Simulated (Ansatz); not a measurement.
# CH₇GaOSi: one species, many methods

How much do the methods differ for CH₇GaOSi? The plan is to run it at one geometry with functionals of several rungs and with coupled cluster. The yardstick is the atomisation energy at the CCSD(T) limit.

Method: functionals in def2-TZVPP, the program's frozen cores in correlated methods; program: Ansatz 0.2.0, Gaussian basis.

Plan: LDA (SPW92), PBE-D4, revPBE-D4, BLYP-D4, r2SCAN-D4, B97M-V, PBE0-D4, B3LYP-D4, r2SCANh-D4, r2SCAN0-D4, HSE06-D4, BHLYP-D4, CAM-B3LYP-D4, LC-ωPBE, ωB97X-V, ωB97M-V, B2PLYP, PBE-QIDH; CCSD(T)/def2-SVP; CCSD(T)/def2-TZVPP; MP2/def2-QZVPP; extrapolation to the limit; RPA on PBE.

## (1) The relaxed structure

An earlier PBE0-D4 in a triple-zeta def2 set relaxation fixed the geometry.

SMILES `C[SiH](O)[GaH2]`, 11 atoms, charge 0, spin multiplicity 1.

Atoms are counted from 1 here; the program's logs count them from 0.

Bond lengths: C1–Si2 1.872 Å, C1–H5 1.094 Å, C1–H6 1.094 Å, C1–H7 1.092 Å, Si2–O3 1.664 Å, Si2–Ga4 2.424 Å, Si2–H8 1.498 Å, O3–H9 0.959 Å, Ga4–H10 1.578 Å, Ga4–H11 1.575 Å. Angles: Si2–C1–H5 110.2°, Si2–C1–H6 111.3°, Si2–C1–H7 111.3°, H5–C1–H6 107.5°, H5–C1–H7 108.0°, H6–C1–H7 108.4°, C1–Si2–O3 111.6°, C1–Si2–Ga4 114.1°, C1–Si2–H8 106.9°, O3–Si2–Ga4 102.4°, O3–Si2–H8 109.4°, Ga4–Si2–H8 112.4°, Si2–O3–H9 117.6°, Si2–Ga4–H10 121.2°, Si2–Ga4–H11 122.1°, H10–Ga4–H11 116.7°.

## (2) LDA

This LDA is Slater exchange with PW92 correlation.

in.yaml reads:

```yaml
crystal:
  periodic: [false, false, false]
  atoms:
    - {symbol: C, position_ang: [-0.839901, 1.394714, -0.046954]}
    - {symbol: Si, position_ang: [-0.259911, -0.326334, 0.405970]}
    - {symbol: O, position_ang: [0.735318, -0.306448, 1.739838]}
    - {symbol: Ga, position_ang: [1.140953, -1.372262, -1.273061]}
    - {symbol: H, position_ang: [-1.492847, 1.354094, -0.924313]}
    - {symbol: H, position_ang: [-1.410576, 1.849554, 0.768042]}
    - {symbol: H, position_ang: [0.003264, 2.047730, -0.283174]}
    - {symbol: H, position_ang: [-1.485669, -1.131652, 0.710290]}
    - {symbol: H, position_ang: [0.345026, -0.063508, 2.581051]}
    - {symbol: H, position_ang: [2.073051, -0.510937, -2.210533]}
    - {symbol: H, position_ang: [1.191291, -2.934940, -1.467155]}
basis:
  gaussian: {orbitals: def2-TZVPP}
hamiltonian: {xc: lda}
output: {orbitals: {seedname: orbitals}}
```

After this run come: PBE-D4 (GGA); revPBE-D4 (GGA); BLYP-D4 (GGA); r2SCAN-D4 (meta-GGA); B97M-V (meta-GGA); PBE0-D4 (hybrid); B3LYP-D4 (hybrid); r2SCANh-D4 (hybrid); r2SCAN0-D4 (hybrid); HSE06-D4 (hybrid); BHLYP-D4 (hybrid); CAM-B3LYP-D4 (range-separated); LC-ωPBE (range-separated); ωB97X-V (range-separated); ωB97M-V (range-separated); B2PLYP (double hybrid); PBE-QIDH (double hybrid); CCSD(T) in def2-SVP; CCSD(T) in def2-TZVPP; MP2 in def2-QZVPP; RPA on PBE orbitals.

**Question.** What will the summary of the whole plan be? Wanted: atomisation energy, CCSD(T)/CBS; farthest beyond LDA; mean size of error, GGA; mean size of error, meta-GGA; mean size of error, hybrid; mean size of error, range-separated; mean size of error, double hybrid; gap, smallest and largest; T1 diagnostic.

**Answer**, as computed:

| quantity | value |
| --- | --- |
| atomisation energy, CCSD(T)/CBS | 3583.1 kJ/mol |
| functionals within 35.8 kJ/mol (1.0 %) | PBE-D4, r2SCAN-D4, B97M-V, B3LYP-D4, r2SCANh-D4, CAM-B3LYP-D4, LC-ωPBE, ωB97X-V, ωB97M-V |
| farthest beyond LDA | BHLYP-D4 (-97.4 kJ/mol) |
| mean size of error, GGA | 51.3 kJ/mol |
| mean size of error, meta-GGA | 6.3 kJ/mol |
| mean size of error, hybrid | 47.8 kJ/mol |
| mean size of error, range-separated | 13.2 kJ/mol |
| mean size of error, double hybrid | 53.6 kJ/mol |
| gap, smallest and largest | 3.11 eV (LDA (SPW92)), 9.87 eV (LC-ωPBE) |
| T1 diagnostic | 0.0121 |
| triples share of the correlation energy | 3.5 % |

In words: The LDA atomisation energy is off by 430.9 kJ/mol (12 %): it overbinds. PBE-D4 is off by -11.2 kJ/mol. Double hybrids carry the basis error of their MP2 part in triple zeta, and no dispersion term here, so their miss is partly the set-up's. The rungs meta-GGA, range-separated miss on average by less than the doubt on the reference (35.8 kJ/mol), so they tie. Misses under about 35.8 kJ/mol are within the doubt on the reference itself, which lacks core-valence correlation, relativity and higher excitations, and its outer-core shells are covered unevenly. Hartree-Fock recovers 74 % of the binding; the rest is correlation. CCSD(T) in def2-SVP is off by -240.5 kJ/mol, more than most functionals: a good method in a small basis is no reference. The gap grows from 3.1 to 9.9 eV across the functionals, mostly with the share of exact exchange. Correlated methods include outer-core shells of Ga, which these sets cover unevenly.
